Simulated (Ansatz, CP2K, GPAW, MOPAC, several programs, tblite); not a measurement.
## What each method gives for Li2HgSnTe4 (kesterite)

Kesterite Li2HgSnTe4, relaxed with r2SCAN in Ansatz, was computed with several methods. Space group I-4 (No. 82), tetragonal; a = 6.483 Å, c = 12.704 Å in the conventional setting, 33.38 Å³ an atom. Li has 4 Te at 2.80 Å; Li has 4 Te at 2.74 Å; Hg has 4 Te at 2.84 Å; Sn has 4 Te at 2.77 Å; Te has 2 Li at 2.74–2.80 Å and 1 Sn at 2.77 Å and 1 Hg at 2.84 Å. Simulation only: spin-unpolarised, and no claim that this is the phase found in nature.

```yaml
crystal:
  lattice:
    - [-3.24168, 3.24168, 6.35221]
    - [3.24168, -3.24168, 6.35221]
    - [3.24168, 3.24168, -6.35221]
  atoms:
    - { symbol: Li, position: [0.00000, 0.00000, 0.00000] }
    - { symbol: Li, position: [0.75000, 0.25000, 0.50000] }
    - { symbol: Hg, position: [0.25000, 0.75000, 0.50000] }
    - { symbol: Sn, position: [0.50000, 0.50000, 0.00000] }
    - { symbol: Te, position: [0.12065, 0.61702, 0.98683] }
    - { symbol: Te, position: [0.38298, 0.36982, 0.50363] }
    - { symbol: Te, position: [0.63018, 0.13382, 0.01317] }
    - { symbol: Te, position: [0.86618, 0.87935, 0.49637] }
```

Gaps and times are for a single point on this cell; volume and bulk modulus come from each method's own relaxation or energy curve at fixed shape, which is too stiff where a cell has free coordinates or axes. Times are rough, from shared hosts (Arm Neoverse V2), and each method has its own mesh and cell size. A double dagger marks a value from a curve with shape and coordinates held. A star marks a curve whose lowest point is an end point. PM6 (MOPAC), PM7 (MOPAC), GFN1-xTB (tblite), GFN2-xTB (tblite) treat a cluster of cells at its zone centre, which samples few k points: where these miss a band edge, the gap comes out too large for that reason alone. Gaps from k meshes are read at a limited set of points (mesh, symmetry points, PBE's band edges), so each method's own least gap may be somewhat smaller. xTB and the PM methods were fitted mostly to molecules, and can miss a solid's gap by electronvolts. Minimal bases can be far off for gaps. GLLB-SC's gap includes the derivative discontinuity. d marks a direct gap, i an indirect one (no mark: not told apart), a dash a value that wasn't computed or didn't pass its checks.

```
                          method              kind  gap (eV)  own volume (Å³/atom)  bulk modulus (GPa)  atoms computed  processor time
                     PM7 (MOPAC)    semi-empirical      8.01                     –                   –              64           1.6 s
                     PM6 (MOPAC)    semi-empirical      4.74                     –                   –              64           1.6 s
               GFN1-xTB (tblite)     tight binding      0.95                31.15‡                 49‡              64           2.5 s
               GFN2-xTB (tblite)     tight binding      0.72                32.89‡                 36‡              64           4.9 s
light PBE (260 eV, its own mesh)  light plane-wave    1.01 d                     –                   –               8           5.8 s
                  PBE/SZV (CP2K)       small basis    1.02 d               36.87*‡                   –               8            34 s
                 PBE/DZVP (CP2K)       small basis    1.01 d                34.73‡                 30‡               8            62 s
                             PBE         semilocal    1.03 d                 34.08                 31‡               8            64 s
                          r2SCAN         semilocal    1.34 i                 33.38                 35‡               8         2.1 min
                  GLLB-SC (GPAW)   model potential      1.90                     –                   –               8         2.5 min
```

Against r2SCAN (1.34 eV) the nearest gap at the points sampled is that of PBE (-0.31 eV) and the farthest that of PM7 (MOPAC) (+6.67 eV). r2SCAN is only a yardstick of convenience: semilocal gaps usually lie below measured ones, which GLLB-SC and hybrids aim to mend.

Volumes against r2SCAN's: PBE +2.1 %.

Spin-orbit coupling is left out; in compounds of Pb, Bi, Tl or Hg it can lower a gap by up to about 1 eV, split its edges or invert the bands.
